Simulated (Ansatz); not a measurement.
# AlClH₅NOSi: how energies converge with the basis set

One table from this session's results is given with a row withheld; the runs are named, their logs left out.

Computed with Ansatz 0.2.0, Gaussian basis. Level: one geometry, several basis sets.

Levels to be run: PBE0-D4/def2-SVP; ωB97M-V/def2-SVP; PBE0-D4/def2-QZVPP; ωB97M-V/def2-QZVPP; the functionals' def2-TZVPP values are taken from earlier runs.

## The geometry

The geometry comes from an earlier relaxation with PBE0-D4 in a triple-zeta def2 set; it is a stationary point, not always the lowest conformer.

SMILES `N[SiH](Cl)[AlH][OH]`, 10 atoms, charge 0, spin multiplicity 1.

Atoms are counted from 1 here; the program's logs count them from 0.

Bond lengths: N1–Si2 1.707 Å, N1–H6 1.008 Å, N1–H7 1.008 Å, Si2–Cl3 2.105 Å, Si2–Al4 2.444 Å, Si2–H8 1.485 Å, Al4–O5 1.700 Å, Al4–H9 1.587 Å, O5–H10 0.956 Å. Angles: Si2–N1–H6 121.7°, Si2–N1–H7 119.6°, H6–N1–H7 111.7°, N1–Si2–Cl3 114.4°, N1–Si2–Al4 109.1°, N1–Si2–H8 107.2°, Cl3–Si2–Al4 104.1°, Cl3–Si2–H8 103.0°, Al4–Si2–H8 119.2°, Si2–Al4–O5 111.4°, Si2–Al4–H9 128.3°, O5–Al4–H9 120.3°, Al4–O5–H10 124.2°.

As a file:

```xyz
10

N    -0.41827   -1.53173   -0.93116
Si    0.07286   -0.96874    0.60368
Cl    2.08745   -1.36099    1.07046
Al   -0.08303    1.46944    0.64964
O    -0.03905    2.12301   -0.91919
H    -0.47843   -2.51610   -1.13925
H    -0.20202   -0.99030   -1.75307
H    -0.66685   -1.76169    1.61855
H    -0.15750    2.42622    1.91376
H    -0.03207    3.05978   -1.11052
```

The first run:

File in.yaml:

```yaml
crystal:
  periodic: [false, false, false]
  atoms:
    - {symbol: N, position_ang: [-0.418273, -1.531727, -0.931163]}
    - {symbol: Si, position_ang: [0.072865, -0.968741, 0.603679]}
    - {symbol: Cl, position_ang: [2.087451, -1.360987, 1.070464]}
    - {symbol: Al, position_ang: [-0.083032, 1.469440, 0.649642]}
    - {symbol: O, position_ang: [-0.039048, 2.123013, -0.919187]}
    - {symbol: H, position_ang: [-0.478426, -2.516102, -1.139245]}
    - {symbol: H, position_ang: [-0.202021, -0.990304, -1.753074]}
    - {symbol: H, position_ang: [-0.666845, -1.761694, 1.618546]}
    - {symbol: H, position_ang: [-0.157500, 2.426224, 1.913759]}
    - {symbol: H, position_ang: [-0.032071, 3.059777, -1.110519]}
basis:
  gaussian: {orbitals: def2-SVP}
hamiltonian: {xc: pbe0, dispersion: d4}
output: {orbitals: {seedname: orbitals}}
```

Command:

```sh
> ansatz run in.yaml --threads 4 --pin off --events-out ev --progress --plain --max-ram 10444MiB
```

Among the steps run: PBE0-D4 in def2-SVP; ωB97M-V in def2-SVP; PBE0-D4 in def2-QZVPP; ωB97M-V in def2-QZVPP.

One of the session's tables, all rows but one given; the rest of the session is left out.

It belongs to the step «Density functionals: the series». 

| functional | basis | HOMO (eV) |
| --- | --- | --- |
| PBE0-D4 | def2-SVP | -7.22 |
| PBE0-D4 | def2-TZVPP | -7.36 |
| PBE0-D4 | def2-QZVPP | -7.40 |
| ωB97M-V | def2-SVP | -9.20 |
| ωB97M-V | def2-TZVPP | -9.38 |
| ωB97M-V | def2-QZVPP | ? |

**Question.** Estimate the row for ωB97M-V, def2-QZVPP.

**Answer.** HOMO (eV): -9.43. In the column «HOMO (eV)» it is the lowest.
